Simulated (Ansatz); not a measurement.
# BrH7N2Si: the cost of one run

Method: UKS PBE-D4/def2-SVP, in Ansatz 0.2.0.

1 further run of the same task is left out (it didn't finish).

### Step 1. Starting point

Bond lengths: Si1–N2 2.123 Å, Si1–H3 1.452 Å, Si1–H4 1.478 Å, Si1–N5 1.705 Å, Si1–Br7 2.704 Å, N2–H8 1.008 Å, N2–H9 1.008 Å, N5–H10 1.007 Å, N5–H11 1.006 Å. Angles (14 of 16 angles, heavy atoms first): N2–Si1–N5 111.6°, N2–Si1–Br7 74.9°, N5–Si1–Br7 84.3°, Si1–N2–H8 113.9°, Si1–N2–H9 116.2°, N2–Si1–H3 108.3°, N2–Si1–H4 89.8°, H3–Si1–N5 132.1°, H3–Si1–Br7 81.5°, H4–Si1–N5 99.7°, H4–Si1–Br7 164.6°, Si1–N5–H10 122.6°, Si1–N5–H11 119.9°, H8–N2–H9 110.7°.

Structure file:

```xyz
11

Si   -0.5025   -0.4537   -0.4336
N     0.5672   -0.3881    1.3987
H    -0.1765   -1.6981   -1.1073
H    -1.7531   -0.7115    0.3103
N    -0.8374    1.1110   -1.0228
H     1.7440   -0.1529    0.8216
Br    2.0471    0.1225   -1.1277
H     0.3236    0.3937    1.9871
H     0.5890   -1.2432    1.9320
H    -0.2105    1.6047   -1.6366
H    -1.7908    1.4155   -1.1215
```

### Step 2. A restrained relaxation towards end A

Springs on the bonds that form and break draw the guess towards this end; the thresholds are loose.

input.yaml reads:

```yaml
crystal:
  periodic: [false, false, false]
  atoms:
    - { symbol: Si, position_ang: [-0.5025, -0.4537, -0.4336] }
    - { symbol: "N", position_ang: [0.5672, -0.3881, 1.3987] }
    - { symbol: H, position_ang: [-0.1765, -1.6981, -1.1073] }
    - { symbol: H, position_ang: [-1.7531, -0.7115, 0.3103] }
    - { symbol: "N", position_ang: [-0.8374, 1.111, -1.0228] }
    - { symbol: H, position_ang: [1.744, -0.1529, 0.8216] }
    - { symbol: Br, position_ang: [2.0471, 0.1225, -1.1277] }
    - { symbol: H, position_ang: [0.3236, 0.3937, 1.9871] }
    - { symbol: H, position_ang: [0.589, -1.2432, 1.932] }
    - { symbol: H, position_ang: [-0.2105, 1.6047, -1.6366] }
    - { symbol: H, position_ang: [-1.7908, 1.4155, -1.1215] }
magnetization:
  spin_polarized: true
basis:
  gaussian: { orbitals: def2-SVP }
hamiltonian:
  xc: pbe
  dispersion: d4
relax:
  f_tol: 0.15
  max_steps: 25
  restrain:
    - { distance: [0, 6], at: 3.61, k: 30.0 }
    - { distance: [5, 1], at: 2.32, k: 30.0 }
    - { distance: [0, 1], at: 1.82, k: 30.0 }
    - { distance: [5, 6], at: 1.51, k: 30.0 }
output:
  orbitals: {}
```

On the command line:

```
ansatz run input.yaml --threads 4 --pin off --max-ram 5120MiB --backend cpu --events-out ev --progress --plain --runs-dir out
```

**Question.** How long does this run take on 4 threads of Arm Neoverse N1, shared host, and how much memory does it need?

About 39 s, with a peak of 0.2 GiB.
